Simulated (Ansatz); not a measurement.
# CH6FNSi: the cost of one run

The runs use Ansatz 0.2.0; RHF/def2-SVP.

## Step 1: Reference run: CH6FNSi, relaxed

input.yaml reads:

```yaml
crystal:
  periodic: [false, false, false]
  atoms:
    - { symbol: Si, position_ang: [-0.144161, 0.538757, -0.017103] }
    - { symbol: F, position_ang: [1.775558, 0.432017, -0.569465] }
    - { symbol: "N", position_ang: [-0.316346, 0.265366, -1.674531] }
    - { symbol: H, position_ang: [1.00877, 0.329877, -1.497595] }
    - { symbol: H, position_ang: [-0.340686, 1.873978, 0.65056] }
    - { symbol: C, position_ang: [-0.288028, -0.884691, 1.168581] }
    - { symbol: H, position_ang: [-0.704918, 0.987231, -2.290653] }
    - { symbol: H, position_ang: [0.347167, -0.735549, 2.064505] }
    - { symbol: H, position_ang: [0.003545, -1.823475, 0.658797] }
    - { symbol: H, position_ang: [-1.341002, -0.98331, 1.507104] }
basis:
  gaussian: { orbitals: def2-SVP }
hamiltonian:
  xc: hf
output:
  forces: true
relax:
  f_tol: 0.02
  max_steps: 120
  constraints: [{ distance: [1, 3] }, { distance: [0, 1] }, { distance: [2, 3] }]
  escape_saddle: false
```

Launch:

```console
$ ansatz run input.yaml --threads 1 --pin off --max-ram 2560MiB --backend cpu --events-out ev --progress --plain --runs-dir out
```

Q: Estimate wall time and peak memory on 1 thread of Intel Xeon Platinum 8488C (Sapphire Rapids), shared host.

About 17 s, with a peak of 0.17 GiB.
